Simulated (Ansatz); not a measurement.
# CH₆F₂O₂Si₂: one species, many methods

The task here is to estimate one member of a computed series from the others.

Program: Ansatz 0.2.0, Gaussian basis. Level of theory: functionals in def2-TZVPP, the program's frozen cores in correlated methods. These are calculated values, not measurements.

Plan: PBE-D4, r2SCAN-D4, PBE0-D4, B3LYP-D4, ωB97X-V, ωB97M-V, B2PLYP; CCSD(T)/def2-TZVPP; MP2/def2-QZVPP; extrapolation to the limit.

## The relaxed structure

The geometry comes from an earlier relaxation with PBE0-D4 in a triple-zeta def2 set; it is a stationary point, not always the lowest conformer.

SMILES `O[SiH](O)C[SiH](F)F`, 13 atoms, charge 0, spin multiplicity 1.

Atoms are counted from 1 here; the program's logs count them from 0.

Bond lengths: O1–Si2 1.637 Å, O1–H8 0.959 Å, Si2–O3 1.637 Å, Si2–C4 1.882 Å, Si2–H9 1.474 Å, O3–H10 0.959 Å, C4–Si5 1.831 Å, C4–H11 1.096 Å, C4–H12 1.096 Å, Si5–F6 1.599 Å, Si5–F7 1.599 Å, Si5–H13 1.475 Å. Angles: Si2–O1–H8 118.8°, O1–Si2–O3 114.8°, O1–Si2–C4 108.9°, O1–Si2–H9 105.8°, O3–Si2–C4 108.9°, O3–Si2–H9 105.8°, C4–Si2–H9 112.7°, Si2–O3–H10 118.7°, Si2–C4–Si5 113.5°, Si2–C4–H11 108.9°, Si2–C4–H12 108.9°, Si5–C4–H11 108.8°, Si5–C4–H12 108.9°, H11–C4–H12 107.6°, C4–Si5–F6 108.7°, C4–Si5–F7 108.7°, C4–Si5–H13 118.2°, F6–Si5–F7 105.5° and more.

Set-up of the first run:

Input file in.yaml:

```yaml
crystal:
  periodic: [false, false, false]
  atoms:
    - {symbol: O, position_ang: [0.823992, -1.726142, -1.089535]}
    - {symbol: Si, position_ang: [1.090146, -0.876278, 0.284327]}
    - {symbol: O, position_ang: [2.169211, 0.346229, 0.136691]}
    - {symbol: C, position_ang: [-0.546201, -0.174664, 0.894579]}
    - {symbol: Si, position_ang: [-1.312758, 1.012058, -0.269863]}
    - {symbol: F, position_ang: [-1.518693, 0.286094, -1.679374]}
    - {symbol: F, position_ang: [-0.277298, 2.198385, -0.547100]}
    - {symbol: H, position_ang: [0.229239, -1.363001, -1.748907]}
    - {symbol: H, position_ang: [1.691080, -1.828972, 1.234783]}
    - {symbol: H, position_ang: [1.876491, 1.175800, -0.246103]}
    - {symbol: H, position_ang: [-0.380734, 0.327915, 1.854249]}
    - {symbol: H, position_ang: [-1.243911, -1.001542, 1.068685]}
    - {symbol: H, position_ang: [-2.600575, 1.624119, 0.107548]}
basis:
  gaussian: {orbitals: def2-TZVPP}
hamiltonian: {xc: pbe, dispersion: d4}
output: {forces: true, orbitals: {seedname: orbitals}}
```

The run is started by

```sh
ansatz run in.yaml --threads 2 --pin off --events-out ev --progress --plain --max-ram 22528MiB --backend cuda --devices 0, --max-vram 18GiB
```

Steps of the session up to this table: PBE-D4 (GGA); r2SCAN-D4 (meta-GGA); PBE0-D4 (hybrid); B3LYP-D4 (hybrid); ωB97X-V (range-separated); ωB97M-V (range-separated); B2PLYP (double hybrid); CCSD(T) in def2-TZVPP; MP2 in def2-QZVPP.

One of the session's tables, all rows but one given; the rest of the session is left out.

It belongs to the step «Atomisation energies». 

```
            method  atomisation energy (kcal/mol)
            PBE-D4                              ?
         r2SCAN-D4                         1250.0
           PBE0-D4                         1234.0
          B3LYP-D4                         1239.9
           ωB97X-V                         1251.1
           ωB97M-V                         1251.8
            B2PLYP                         1233.0
     HF/def2-TZVPP                          918.0
    MP2/def2-TZVPP                         1252.1
   CCSD/def2-TZVPP                         1200.6
CCSD(T)/def2-TZVPP                         1218.1
           MP2/CBS                         1289.4
       CCSD(T)/CBS                         1255.4
```

**Question.** Estimate the row for PBE-D4.

**Answer.** atomisation energy (kcal/mol): 1257.6. In the column «atomisation energy (kcal/mol)» it lies between CCSD(T)/CBS (1255.4) and MP2/CBS (1289.4).

Caveats from the session: Free atoms (2 O, 2 Si, 1 C, 2 F, 6 H) were run apart at each level; the atomisation energy is their sum less the molecule, without zero-point or spin-orbit terms.
